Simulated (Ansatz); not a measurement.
# Ge2Sb2O: the cost of one run

Program: Ansatz 0.2.0. Level of theory: DFT PBE, scalar-relativistic, plane waves, PAW. These are calculated values, not measurements.

### Step 1. The structure to begin with

The structure is tetragonal, space group P4/mmm (No. 123). Conventional cell: a = 3.636 Å, b = 3.636 Å, c = 8.511 Å, α = 90.00°, β = 90.00°, γ = 90.00°. Around Ge (site symmetry 4mm) lie 1 O at 2.35 Å. Sb (site symmetry 4/mmm) is surrounded by 8 Ge at 3.20 Å and 4 Sb at 3.64 Å. Sb (site symmetry 4/mmm) has 4 O at 2.57 Å as nearest neighbours. O (site symmetry 4/mmm) is surrounded by 2 Ge at 2.35 Å and 4 Sb at 2.57 Å.

As a file:

```cif
data_structure
_symmetry_space_group_name_H-M 'P4/mmm'
_symmetry_Int_Tables_number 123
_cell_length_a 3.6361
_cell_length_b 3.6361
_cell_length_c 8.5106
_cell_angle_alpha 90.000
_cell_angle_beta 90.000
_cell_angle_gamma 90.000
_cell_volume 112.52
loop_
_atom_site_label
_atom_site_type_symbol
_atom_site_symmetry_multiplicity
_atom_site_Wyckoff_symbol
_atom_site_fract_x
_atom_site_fract_y
_atom_site_fract_z
_atom_site_occupancy
Ge1 Ge 2 h 0.50000 0.50000 0.22368 1
Sb1 Sb 1 a 0.00000 0.00000 0.00000 1
Sb2 Sb 1 b 0.00000 0.00000 0.50000 1
O1 O 1 d 0.50000 0.50000 0.50000 1
```

The cell is invented: random cell by space group and Wyckoff sites (P4/mmm, No. 123). Lengths come from tabulated atomic sizes and are only a guess.

### Step 2. The guess as it stands, on a coarse mesh

Input file input.yaml:

```yaml
crystal:
  lattice:
    - [3.63607601, 0.0, 0.0]
    - [0.0, 3.63607601, 0.0]
    - [0.0, 0.0, 8.51061865]
  atoms:
    - { symbol: Ge, position: [0.5, 0.5, 0.22367657] }
    - { symbol: Ge, position: [0.5, 0.5, 0.77632343] }
    - { symbol: Sb, position: [0.0, 0.0, 0.0] }
    - { symbol: Sb, position: [0.0, 0.0, 0.5] }
    - { symbol: O, position: [0.5, 0.5, 0.5] }
basis:
  ecutwfc: 420
kpoints:
  mp_grid: { grid: [6, 6, 2] }
hamiltonian:
  xc: pbe
scf:
  occupations: { method: gaussian, width: 0.1 }
  lower_state_search: "off"
output:
  forces: true
  stress: true
  eigenvalues: true
```

Started as:

```bash
$ ansatz run input.yaml --threads 1 --pin off --max-ram 2560MiB --backend cpu --events-out ev --progress --plain --runs-dir out
```

What time and memory should one allow on 1 thread of Intel Xeon 6975P-C (Granite Rapids), shared host?

About 3 s, with a peak of 0.46 GiB.
